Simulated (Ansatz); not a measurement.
**C₇H₁₈GeO₃: basis-set convergence**

Aim: see how fast density functionals converge with the basis set for C₇H₁₈GeO₃.

Computed with Ansatz 0.2.0, Gaussian basis. Level: one geometry, several basis sets.

The runs, in order: PBE0-D4/def2-SVP; ωB97M-V/def2-SVP; PBE0-D4/def2-QZVPP; ωB97M-V/def2-QZVPP; the functionals' def2-TZVPP values are taken from earlier runs.

### Step 1. Structure used throughout

The geometry comes from an earlier relaxation with PBE0-D4 in a triple-zeta def2 set; it is a stationary point, not always the lowest conformer.

SMILES `CC[O][Ge]([CH3])([O]CC)[O]CC`, 29 atoms, charge 0, spin multiplicity 1.

Atoms are counted from 1 here; the program's logs count them from 0.

Bond lengths: C1–C2 1.509 Å, C1–H12 1.093 Å, C1–H13 1.092 Å, C1–H14 1.092 Å, C2–O3 1.414 Å, C2–H15 1.099 Å, C2–H16 1.100 Å, O3–Ge4 1.776 Å, Ge4–C5 1.925 Å, Ge4–O6 1.768 Å, Ge4–O9 1.761 Å, C5–H17 1.090 Å, C5–H18 1.090 Å, C5–H19 1.090 Å, O6–C7 1.415 Å, C7–C8 1.509 Å, C7–H20 1.097 Å, C7–H21 1.099 Å and more. Angles: C2–C1–H12 110.6°, C2–C1–H13 110.5°, C2–C1–H14 110.5°, H12–C1–H13 108.5°, H12–C1–H14 108.5°, H13–C1–H14 108.2°, C1–C2–O3 108.9°, C1–C2–H15 110.1°, C1–C2–H16 109.8°, O3–C2–H15 110.6°, O3–C2–H16 110.3°, H15–C2–H16 107.1°, C2–O3–Ge4 119.6°, O3–Ge4–C5 115.0°, O3–Ge4–O6 109.0°, O3–Ge4–O9 104.2°, C5–Ge4–O6 106.2°, C5–Ge4–O9 111.8° and more.

Geometry (Å):

```xyz
29

C    -0.30189    1.02519   -3.18905
C    -1.00572    0.91980   -1.85843
O    -0.55787   -0.24511   -1.19311
Ge   -1.01329   -0.51761    0.50126
C    -2.90460   -0.67737    0.81990
O    -0.46252    0.85335    1.47220
C     0.90902    1.19567    1.53006
C     1.06330    2.45450    2.34752
O    -0.14866   -1.98491    0.95018
C     0.72688   -2.66843    0.07033
C     2.10620   -2.05144    0.03195
H    -0.63760    1.91237   -3.73186
H    -0.50887    0.14490   -3.80113
H     0.77842    1.09495   -3.04506
H    -0.80227    1.81362   -1.25272
H    -2.09335    0.87621   -2.01413
H    -3.39358    0.28284    0.65567
H    -3.33267   -1.42459    0.15200
H    -3.06683   -0.98540    1.85285
H     1.48375    0.37747    1.98187
H     1.30957    1.35226    0.51875
H     0.68051    2.30144    3.35860
H     0.50829    3.27810    1.89325
H     2.11598    2.74081    2.41462
H     0.78584   -3.69692    0.44104
H     0.30940   -2.70582   -0.94203
H     2.77391   -2.65464   -0.58943
H     2.06821   -1.04541   -0.39182
H     2.53053   -1.99400    1.03690
```

### Step 2. PBE0-D4 in def2-SVP

Input file in.yaml:

```yaml
crystal:
  periodic: [false, false, false]
  atoms:
    - {symbol: C, position_ang: [-0.301885, 1.025191, -3.189049]}
    - {symbol: C, position_ang: [-1.005724, 0.919800, -1.858431]}
    - {symbol: O, position_ang: [-0.557872, -0.245108, -1.193111]}
    - {symbol: Ge, position_ang: [-1.013290, -0.517611, 0.501265]}
    - {symbol: C, position_ang: [-2.904602, -0.677374, 0.819905]}
    - {symbol: O, position_ang: [-0.462515, 0.853350, 1.472199]}
    - {symbol: C, position_ang: [0.909021, 1.195670, 1.530064]}
    - {symbol: C, position_ang: [1.063295, 2.454495, 2.347524]}
    - {symbol: O, position_ang: [-0.148655, -1.984913, 0.950183]}
    - {symbol: C, position_ang: [0.726883, -2.668430, 0.070329]}
    - {symbol: C, position_ang: [2.106196, -2.051435, 0.031945]}
    - {symbol: H, position_ang: [-0.637597, 1.912365, -3.731861]}
    - {symbol: H, position_ang: [-0.508867, 0.144899, -3.801134]}
    - {symbol: H, position_ang: [0.778416, 1.094948, -3.045060]}
    - {symbol: H, position_ang: [-0.802272, 1.813617, -1.252722]}
    - {symbol: H, position_ang: [-2.093354, 0.876212, -2.014127]}
    - {symbol: H, position_ang: [-3.393577, 0.282836, 0.655672]}
    - {symbol: H, position_ang: [-3.332668, -1.424586, 0.152001]}
    - {symbol: H, position_ang: [-3.066828, -0.985405, 1.852853]}
    - {symbol: H, position_ang: [1.483753, 0.377474, 1.981874]}
    - {symbol: H, position_ang: [1.309570, 1.352261, 0.518753]}
    - {symbol: H, position_ang: [0.680509, 2.301443, 3.358601]}
    - {symbol: H, position_ang: [0.508287, 3.278104, 1.893247]}
    - {symbol: H, position_ang: [2.115982, 2.740806, 2.414619]}
    - {symbol: H, position_ang: [0.785840, -3.696925, 0.441044]}
    - {symbol: H, position_ang: [0.309400, -2.705823, -0.942027]}
    - {symbol: H, position_ang: [2.773912, -2.654644, -0.589432]}
    - {symbol: H, position_ang: [2.068207, -1.045415, -0.391823]}
    - {symbol: H, position_ang: [2.530535, -1.994002, 1.036901]}
basis:
  gaussian: {orbitals: def2-SVP}
hamiltonian: {xc: pbe0, dispersion: d4}
output: {orbitals: {seedname: orbitals}}
```

Further steps of the session: ωB97M-V in def2-SVP; PBE0-D4 in def2-QZVPP; ωB97M-V in def2-QZVPP.

**Question.** What will the summary of the whole plan be? Wanted: PBE0-D4: double and triple zeta above quadruple; ωB97M-V: double and triple zeta above quadruple.

The runs gave:

| quantity | value |
| --- | --- |
| PBE0-D4: double and triple zeta above quadruple | 24.80, 2.01 eV |
| ωB97M-V: double and triple zeta above quadruple | 25.40, 1.94 eV |

In words: PBE0-D4 gains 22.79 eV from double to triple zeta, then 2.01 eV more. These are total energies; as a rule much of such shifts cancels in differences, which this series doesn't test. The LUMO of ωB97M-V is positive and keeps falling with the basis (2.87 to 1.55 eV): an unbound level that the basis holds in place.
